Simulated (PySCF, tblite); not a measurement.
# Si₄H₁₀O₃, a small molecule taken as a stand-in for a surface group: NMR shifts, core binding energies and electronic excitations, part 2 of 2

tblite 0.8.0 and PySCF 2.14.0. Atoms count from 0, parts from 1.

## 5. X-ray photoelectron lines: SCAN, X2C

Job settings and geometry (Å):

```
{"job": {"kind": "xps", "holes": 5}, "charge": 0, "multiplicity": 1}
Si    -0.114737    -0.231391     1.081083
Si     2.119313     0.333024     1.412535
O     -0.242395    -1.526629     0.057036
Si    -0.265841    -1.978670    -1.539650
O     -0.942696     1.030308     0.404856
Si    -1.220791     2.008168    -0.903630
O     -0.774902    -0.617473     2.538829
H      2.721442     0.663150     0.082002
H      2.250813     1.526711     2.301544
H      2.874375    -0.812527     2.003936
H      0.441950    -3.282114    -1.679909
H     -1.674828    -2.122973    -2.009600
H      0.422644    -0.947251    -2.376289
H     -2.200937     3.059232    -0.512719
H      0.052637     2.649075    -1.349647
H     -1.778713     1.202578    -2.032395
H     -1.677070    -0.953654     2.542212
```

With the program's defaults for keys left out, this is: delta-SCF UKS SCAN, pcX-2 on the ionised atom, pcseg-1 elsewhere, spin-free X2C.

What it wrote:

```text
ground state, core basis on atom 0 (Si), 206 functions
  cycle   1  E = -1391.90548147  |g| = 1.17e+00
  cycle   2  E = -1391.16744655  |g| = 2.25e+00
  cycle   3  E = -1392.14962445  |g| = 1.65e-01
  cycle   4  E = -1392.15338015  |g| = 1.25e-01
  cycle   5  E = -1392.15632028  |g| = 2.36e-02
  cycle   6  E = -1392.15644523  |g| = 5.73e-03
  cycle   7  E = -1392.15645746  |g| = 1.41e-03
  cycle   8  E = -1392.15645264  |g| = 4.74e-04
  E(ground) = -1392.25289775 Eh
hole in Si 2p of atom 0
  cycle   1  E = -1387.84256138  |g| = 1.25e+00
  cycle   2  E = -1387.52443454  |g| = 1.31e+00
  cycle   3  E = -1388.10349219  |g| = 3.78e-01
  cycle   4  E = -1388.16763511  |g| = 1.34e-01
  cycle   5  E = -1388.17237140  |g| = 6.07e-02
  cycle   6  E = -1388.17418969  |g| = 6.74e-03
  cycle   7  E = -1388.17417942  |g| = 8.66e-03
  cycle   8  E = -1388.17421020  |g| = 1.13e-03
  cycle   9  E = -1388.17420822  |g| = 2.39e-04
  E(ion) = -1388.28125349 Eh   <S^2> = 0.7518   hole on atom = 1.003   binding energy = 108.074 eV
  2p3/2 = 107.897 eV   2p1/2 = 108.523 eV
ground state, core basis on atom 1 (Si), 206 functions
  cycle   1  E = -1392.13034840  |g| = 2.87e-01
  cycle   2  E = -1392.13030176  |g| = 4.90e-02
  cycle   3  E = -1392.12989173  |g| = 6.51e-02
  cycle   4  E = -1392.13067906  |g| = 9.95e-03
  cycle   5  E = -1392.13069197  |g| = 2.16e-03
  cycle   6  E = -1392.13069384  |g| = 5.25e-04
  cycle   7  E = -1392.13069430  |g| = 1.06e-04
  E(ground) = -1392.22729235 Eh
hole in Si 2p of atom 1
  cycle   1  E = -1387.86714624  |g| = 1.23e+00
  cycle   2  E = -1387.77849484  |g| = 1.05e+00
  cycle   3  E = -1388.15329221  |g| = 2.98e-01
  cycle   4  E = -1388.18717114  |g| = 1.58e-01
  cycle   5  E = -1388.19573787  |g| = 4.08e-02
  cycle   6  E = -1388.19648092  |g| = 1.76e-02
  cycle   7  E = -1388.19659240  |g| = 4.72e-03
  cycle   8  E = -1388.19660364  |g| = 1.33e-03
  cycle   9  E = -1388.19660344  |g| = 3.22e-04
  E(ion) = -1388.30497235 Eh   <S^2> = 0.7527   hole on atom = 1.002   binding energy = 106.732 eV
  2p3/2 = 106.532 eV   2p1/2 = 107.155 eV
ground state, core basis on atom 2 (O), 195 functions
  cycle   1  E = -1392.07440582  |g| = 1.12e-01
  cycle   2  E = -1392.07191858  |g| = 1.37e-01
  cycle   3  E = -1392.07480804  |g| = 5.12e-02
  cycle   4  E = -1392.07525053  |g| = 7.38e-03
  cycle   5  E = -1392.07526303  |g| = 2.45e-03
  cycle   6  E = -1392.07526405  |g| = 3.51e-04
  E(ground) = -1392.21091021 Eh
hole in O 1s of atom 2
  cycle   1  E = -1371.46967214  |g| = 2.23e+00
  cycle   2  E = -1370.91562486  |g| = 2.25e+00
  cycle   3  E = -1372.23200773  |g| = 4.69e-01
  cycle   4  E = -1372.26243837  |g| = 3.46e-01
  cycle   5  E = -1372.30808243  |g| = 7.14e-02
  cycle   6  E = -1372.30993433  |g| = 1.73e-02
  cycle   7  E = -1372.31008195  |g| = 9.38e-03
  cycle   8  E = -1372.31010890  |g| = 3.50e-03
  cycle   9  E = -1372.31011625  |g| = 6.94e-04
  cycle  10  E = -1372.31011642  |g| = 2.39e-04
  E(ion) = -1372.44555172 Eh   <S^2> = 0.7622   hole on atom = 1.000   binding energy = 537.843 eV
ground state, core basis on atom 4 (O), 195 functions
  cycle   1  E = -1392.07295561  |g| = 1.63e-01
  cycle   2  E = -1392.06209074  |g| = 2.77e-01
  cycle   3  E = -1392.07610289  |g| = 3.41e-02
  cycle   4  E = -1392.07627592  |g| = 1.71e-02
  cycle   5  E = -1392.07632424  |g| = 3.03e-03
  cycle   6  E = -1392.07632865  |g| = 6.10e-04
  cycle   7  E = -1392.07632854  |g| = 2.44e-04
  E(ground) = -1392.21109581 Eh
hole in O 1s of atom 4
  cycle   1  E = -1371.47123368  |g| = 2.23e+00
  cycle   2  E = -1370.91637681  |g| = 2.25e+00
  cycle   3  E = -1372.23326783  |g| = 4.67e-01
  cycle   4  E = -1372.26425538  |g| = 3.43e-01
  cycle   5  E = -1372.30880340  |g| = 7.14e-02
  cycle   6  E = -1372.31066806  |g| = 1.87e-02
  cycle   7  E = -1372.31082723  |g| = 1.01e-02
  cycle   8  E = -1372.31086253  |g| = 3.32e-03
  cycle   9  E = -1372.31086904  |g| = 7.02e-04
  cycle  10  E = -1372.31086722  |g| = 2.45e-04
  E(ion) = -1372.44581125 Eh   <S^2> = 0.7622   hole on atom = 1.000   binding energy = 537.841 eV
ground state, core basis on atom 6 (O), 195 functions
  cycle   1  E = -1392.06904738  |g| = 1.55e-01
  cycle   2  E = -1392.06065238  |g| = 2.46e-01
  cycle   3  E = -1392.07167924  |g| = 3.51e-02
  cycle   4  E = -1392.07190093  |g| = 1.04e-02
  cycle   5  E = -1392.07192485  |g| = 3.10e-03
  cycle   6  E = -1392.07192667  |g| = 5.41e-04
  cycle   7  E = -1392.07192627  |g| = 1.70e-04
  E(ground) = -1392.20771527 Eh
hole in O 1s of atom 6
  cycle   1  E = -1371.46175809  |g| = 2.22e+00
  cycle   2  E = -1369.34827720  |g| = 2.53e+00
  cycle   3  E = -1372.06478559  |g| = 6.53e-01
  cycle   4  E = -1372.24658509  |g| = 2.73e-01
  cycle   5  E = -1372.26358516  |g| = 1.95e-01
  cycle   6  E = -1372.27782338  |g| = 3.34e-02
  cycle   7  E = -1372.27837148  |g| = 7.56e-03
  cycle   8  E = -1372.27840075  |g| = 2.82e-03
  cycle   9  E = -1372.27840344  |g| = 2.19e-03
  cycle  10  E = -1372.27840567  |g| = 6.19e-04
  cycle  11  E = -1372.27840520  |g| = 1.47e-04
  E(ion) = -1372.41515611 Eh   <S^2> = 0.7617   hole on atom = 1.000   binding energy = 538.583 eV
```

Wall time 52 s (1 thread of Arm Neoverse V2, shared host); peak memory 0.77 GiB.

Binding energies by hole, beside the orbital energy of the ground state; the difference holds orbital relaxation and, for a density functional, its self-interaction error:

```
       hole  stands for                environment  ΔSCF (eV; 2p as the shell's mean)  −ε (eV)   ⟨S²⟩
Si2p on Si0         Si0  silicon bonded to 3 O, Si                             108.11     97.5  0.752
Si2p on Si1         Si1  silicon bonded to Si, 3 H                             106.74     96.1  0.753
  O1s on O2          O2      oxygen bonded to 2 Si                             537.84    516.7  0.762
  O1s on O4          O4      oxygen bonded to 2 Si                             537.84    516.7  0.762
  O1s on O6          O6     oxygen bonded to Si, H                             538.58    516.8  0.762
```

With the spin-orbit splitting: Si0 2p3/2 107.90, 2p1/2 108.52 eV; Si1 2p3/2 106.53, 2p1/2 107.16 eV. The table gives each 2p level as the mean over the whole 2p shell (two parts 2p3/2, one part 2p1/2), which differs a little from the single hole in the log.

## 6. Excited states and response: CAM-B3LYP/def2-SVPD

Settings changed since step 5:

```diff
@@ -1,2 +1,2 @@
-{"job": {"kind": "xps", "holes": 5}, "charge": 0, "multiplicity": 1}
+{"job": {"kind": "uv", "xc": "CAM-B3LYP", "basis": "def2-SVPD", "nstates": 6, "ntriplets": 2, "ip": true}, "charge": 0, "multiplicity": 1}
 Si    -0.114737    -0.231391     1.081083
```

Level: TDDFT CAM-B3LYP/def2-SVPD, vertical, gas phase, core orbitals frozen in the response.

What it wrote:

```text
coarse grid: 15960 points
cycle   1  E = -1388.8484194096  dE =  3.836e-01  |g| = 1.140e+00  |ddm| = 6.033e+00
cycle   2  E = -1388.6585876742  dE =  1.898e-01  |g| = 1.538e+00  |ddm| = 3.940e+00
cycle   3  E = -1389.0944738225  dE = -4.359e-01  |g| = 7.087e-02  |ddm| = 1.880e+00
cycle   4  E = -1389.0953019060  dE = -8.281e-04  |g| = 4.883e-02  |ddm| = 2.449e-01
cycle   5  E = -1389.0957412585  dE = -4.394e-04  |g| = 1.247e-02  |ddm| = 9.450e-02
cycle   6  E = -1389.0957717231  dE = -3.046e-05  |g| = 1.336e-03  |ddm| = 2.868e-02
cycle   7  E = -1389.0957723939  dE = -6.708e-07  |g| = 4.303e-04  |ddm| = 5.467e-03
final grid: 135048 points
cycle   8  E = -1389.2938678106  dE = -1.287e-05  |g| = 1.031e-03  |ddm| = 4.376e-02
cycle   9  E = -1389.2938678883  dE = -7.774e-08  |g| = 1.075e-03  |ddm| = 5.145e-03
cycle  10  E = -1389.2938680891  dE = -2.007e-07  |g| = 1.816e-04  |ddm| = 1.180e-03
cycle  11  E = -1389.2938680967  dE = -7.675e-09  |g| = 4.966e-05  |ddm| = 4.942e-04
cycle  12  E = -1389.2938680972  dE = -4.943e-10  |g| = 2.285e-05  |ddm| = 1.131e-04
converged SCF energy = -1389.2938680972

Static polarisability (au): isotropic 114.946, principal 106.550 115.517 122.771

Singlet excitations
state   eV       nm        f      main configurations
  1   7.2102    172.0   0.05604   H->L 0.76, H->L+2 0.09
  2   7.3703    168.2   0.03246   H->L+1 0.56, H-2->L 0.12
  3   7.5598    164.0   0.00447   H-1->L 0.64
  4   7.5991    163.2   0.06716   H->L+2 0.57, H->L 0.10
  5   7.8264    158.4   0.02446   H-2->L 0.45, H-4->L+1 0.09
  6   7.8686    157.6   0.00861   H-1->L+1 0.40, H-3->L 0.32

Triplet excitations (Tamm-Dancoff, eV): 6.5970 6.6225
Vertical ionisation energy (delta-SCF) = 10.1623 eV
```

Run time: 4.3 min. Hardware: 1 thread of Arm Neoverse V2, shared host; peak memory 1.3 GiB.

Frontier orbitals and where they lie:

```
orbital      eV                         atoms
 HOMO−3  -10.99  Si3 17 %, Si5 14 %, H10 13 %
 HOMO−2  -10.48    O2 18 %, O4 17 %, Si5 13 %
 HOMO−1  -10.21    O4 22 %, O2 21 %, Si5 12 %
   HOMO   -9.51   Si1 27 %, Si0 19 %, O4 13 %
   LUMO    0.49  Si0 14 %, Si3 12 %, Si5 11 %
 LUMO+1    1.05   Si1 16 %, Si5 15 %, Si3 9 %
 LUMO+2    1.07   O6 19 %, Si1 16 %, Si0 11 %
```

With each of the 6 states as a Gaussian band of 0.4 eV half-width at 1/e, the curve within the window shown has maxima at 166 nm (ε 5,900) L/(mol cm). Beyond the last state computed it falls off for lack of states. The curve at chosen wavelengths:

| nm | ε (L/mol/cm) |
| --- | --- |
| 152 | 1083 |
| 153 | 1422 |
| 155 | 2249 |
| 156 | 2716 |
| 158 | 3687 |
| 159 | 4158 |
| 160 | 4596 |
| 162 | 5321 |
| 163 | 5586 |
| 165 | 5890 |
| 166 | 5925 |
| 167 | 5883 |
| 169 | 5586 |
| 170 | 5343 |
| 172 | 4708 |
| 173 | 4337 |
| 174 | 3943 |
| 176 | 3135 |
| 177 | 2740 |
| 179 | 2012 |
| 180 | 1690 |
| 181 | 1401 |
| 183 | 926 |
| 184 | 739 |
| 186 | 453 |
| 187 | 349 |

Further results of this job:

```
           property  computed
  dipole moment (D)      1.41
polarisability (Å³)     17.03
 HOMO–LUMO gap (eV)     10.01
      −ε(HOMO) (eV)      9.51
```

## 7. Results

The summary covers parts 1 to 2.

| quantity | value |
| --- | --- |
| point group | C1 |
| rotational constants (main isotopes) | 1.05, 0.97, 0.71 GHz |
| ¹H shifts against TMS (PBE0/pcSseg-1) | 5.18, 5.11, 5.08, 5.04, 4.99, 4.95, 3.33, 3.30, 3.27, 2.25 ppm |
| ²⁹Si shifts against TMS (PBE0/pcSseg-1) | -40.2, -41.1, -44.4, -118.4 ppm |
| ¹⁷O shifts against H2O (PBE0/pcSseg-1) | 75.5, 72.0, 69.6 ppm |
| O1s binding energies, SCAN/pcX-2 | O6 538.58, O2 537.84, O4 537.84 eV |
| Si2p binding energies, SCAN/pcX-2 (standing for 2 of 4 atoms) | Si0 108.11, Si1 106.74 eV |
| lowest singlet (CAM-B3LYP/def2-SVPD) | 7.21 eV (172 nm), f = 0.056 |
| brightest single state of those computed | state 4, 7.60 eV, f = 0.067 |
| lowest triplet | 6.60 eV |
| vertical ionisation energy (ΔSCF) | 10.16 eV |

The optimisation took 11 steps and gained 0.437 eV; among the close pairs (by a distance rule), Si0–Si1 changed most, from 2.254 to 2.328 Å (PBE0/def2-SVP). No frequency check was run at this level, so the end point may be a saddle. The O1s levels kept as sound span 0.74 eV, from O4 (oxygen bonded to 2 Si) up to O6 (oxygen bonded to Si, H). Si0 (silicon bonded to 3 O, Si) binds its Si2p electron 1.37 eV more tightly than Si1 (silicon bonded to Si, 3 H). Only 2 of the 4 Si atoms are covered by sound results. The first singlet state (HOMO→LUMO 0.76, HOMO→LUMO+2 0.09) lies at 7.21 eV and is bright; of the 6 states computed, the strongest absorption comes from state 4 at 7.60 eV. The lowest triplet lies 0.61 eV below the lowest singlet (triplets in Tamm-Dancoff, singlets in full TDDFT). ΔSCF puts the ionisation energy at 10.16 eV, 0.65 eV above −ε(HOMO). A capped cluster stands for the solid here, so long-range fields and strain are missing, and bands or shifts of the capping hydrogens have no counterpart in it.
